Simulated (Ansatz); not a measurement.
BH4NS, SMILES NBS, the interaction energy of a dimer with the counterpoise correction

Run with Ansatz 0.2.0 through its Python package.

`bh4ns_dimer.py`
```python
# -*- coding: utf-8 -*-
import logging
import sys

import ansatz as az

logging.basicConfig(stream=sys.stdout, format='%(levelname)s %(message)s')
logger = logging.getLogger('run')
logger.setLevel(logging.INFO)

FIRST = [
    ('N', (-1.0478, 0.3621, -0.4821)),
    ('B', (-0.1115, 0.1242, 0.6283)),
    ('S', (0.8791, -1.4563, 0.6244)),
    ('H', (-0.9566, -0.3654, -1.1856)),
    ('H', (-0.762, 1.2616, -0.9994)),
    ('H', (0.0216, 0.9242, 1.5043)),
    ('H', (1.9769, -0.8505, -0.0901)),
]
SECOND = [
    ('N', (4.1333, -2.34, 4.6775)),
    ('B', (2.9177, -2.5076, 3.8647)),
    ('S', (3.1054, -2.6445, 2.014)),
    ('H', (4.9628, -2.4161, 4.0957)),
    ('H', (4.2184, -3.1667, 5.3614)),
    ('H', (1.8394, -2.566, 4.3735)),
    ('H', (3.1998, -4.0839, 2.0583)),
]

def energy(atoms, ghosts=()):
    molecule = az.Crystal.molecule()
    for symbol, xyz in atoms:
        molecule = molecule.atom(symbol, xyz)
    calc = (
        molecule.calculation()
        .basis(gaussian='def2-SVP')
        .correlation('mp2')
    )
    deck = calc.input()
    if ghosts:
        deck = deck.set(az.key.basis.gaussian.ghost_atoms, [{'symbol': s, 'position_ang': list(xyz)} for s, xyz in ghosts])
    return az.Session.from_dict(deck).plan().execute().report['free_energy_ev']


def main():
    both = energy(FIRST + SECOND)
    alone = energy(FIRST) + energy(SECOND)
    ghosted = energy(FIRST, SECOND) + energy(SECOND, FIRST)
    logger.info(f'dimer {both:.6f} eV')
    logger.info(f'interaction, uncorrected   {96.485332 * (both - alone):8.3f} kJ/mol')
    logger.info(f'interaction, counterpoise  {96.485332 * (both - ghosted):8.3f} kJ/mol')
    logger.info(f'basis-set superposition    {96.485332 * (alone - ghosted):8.3f} kJ/mol')


if __name__ == '__main__':
    main()
```

Running `python bh4ns_dimer.py` prints:
```text
INFO dimer -26080.498858 eV
INFO interaction, uncorrected     46.824 kJ/mol
INFO interaction, counterpoise    59.913 kJ/mol
INFO basis-set superposition      13.090 kJ/mol
```

Uncorrected it is 46.824 kJ/mol, with the counterpoise correction 59.913 kJ/mol; the difference, 13.09 kJ/mol, is the superposition error. In this basis both values are repulsive.

Total energies depend on the basis set; only differences at equal settings carry meaning. The dimer is a generated trial pose of unrelaxed monomers, not a minimum, so the figure is no binding energy, and the basis set is small. Timing: 8.1 s on 1 thread of Arm Neoverse V1, on a shared host, peak memory 0.31 GiB.
